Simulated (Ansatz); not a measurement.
# NaLaMnMoO6 under changes of volume

One of the cells (13.566 Å³/atom); the others are scaled copies at fixed shape and fractional positions:

```
CELL_PARAMETERS angstrom
5.43212 -0.01130 -0.00034
2.44365 4.93484 -0.01855
0.10940 2.68471 5.04562
ATOMIC_POSITIONS crystal
Na 0.69740 0.05972 0.73638
La 0.41072 0.51412 0.00994
Mn 0.92147 0.57866 0.41655
Mo 0.21633 0.97870 0.33337
O 0.56869 0.61375 0.56391
O 0.40995 0.05114 0.05764
O 0.31236 0.21070 0.45135
O 0.04288 0.86047 0.12140
O 0.05836 0.76646 0.60633
O 0.86183 0.36628 0.20313
```

The cell was built by a generator and needn't be a form met in nature.

* Program: Ansatz 0.2.0
* Functional: PBE
* Potentials or basis: Ansatz PAW
* Cutoff: 420 eV (not typed: the program's choice for these potentials)
* k mesh: 6 × 6 × 5
* Occupations: fermi-dirac, width 0.05 eV
* Spin: collinear spin, ferromagnetic start
* Starting moments: [0.0, 0.0, 4.0, 1.0, 0.0, 0.0, 0.0, 0.0, 0.0, 0.0] μB

```tsv
volume (Å³/atom)	energy over the lowest point (meV/atom)	pressure (GPa)	gap on the mesh (eV)	largest force (eV/Å)
12.752	?	?	?	?
13.024	10.94	6.7	0.16	0.739
13.295	2.64	3.2	0.16	0.356
13.566	0.00	0.0	0.17	0.019
13.838	2.41	-2.8	0.18	0.324
14.109	9.39	-5.4	0.18	0.627
14.380	20.45	-7.7	0.19	0.906
```

Q: What does the run at 12.752 Å³/atom give?

A: Energy over the lowest point 25.52 meV/atom; pressure 10.6 GPa; gap on the mesh 0.15 eV; largest force 1.153 eV/Å.

Worked out: A Birch-Murnaghan fit of order 3 (a polynomial in V^(-2/3)) to the other rows has its minimum at 13.57 Å³/atom with B0 = V·E''(V) = 150 GPa and B' = 4.4 at fixed shape and positions, which overstates the stiffness. It gives 25.58 meV/atom at 12.752 Å³/atom, against the run's 25.52, and -dE/dV = 10.6 GPa, against 10.6. A straight line through the other rows of the gap, of slope 0.317 eV per unit of ln V, extrapolates to 0.15 eV, against the run's 0.15.

Energies are extrapolated to zero smearing.

Caveats: odd divisions of the mesh miss points on the zone boundary, where band edges often lie, so the gap on the mesh can be too wide; spin-orbit coupling is left out, which moves the levels of the heavy elements; a cell with one magnetic atom can't hold antiferromagnetic order, which such compounds often take; forces of over 1 eV/Å show positions far from the minimum, so gaps and moduli don't describe the material at rest (some runs).

A mesh can miss the band edges.
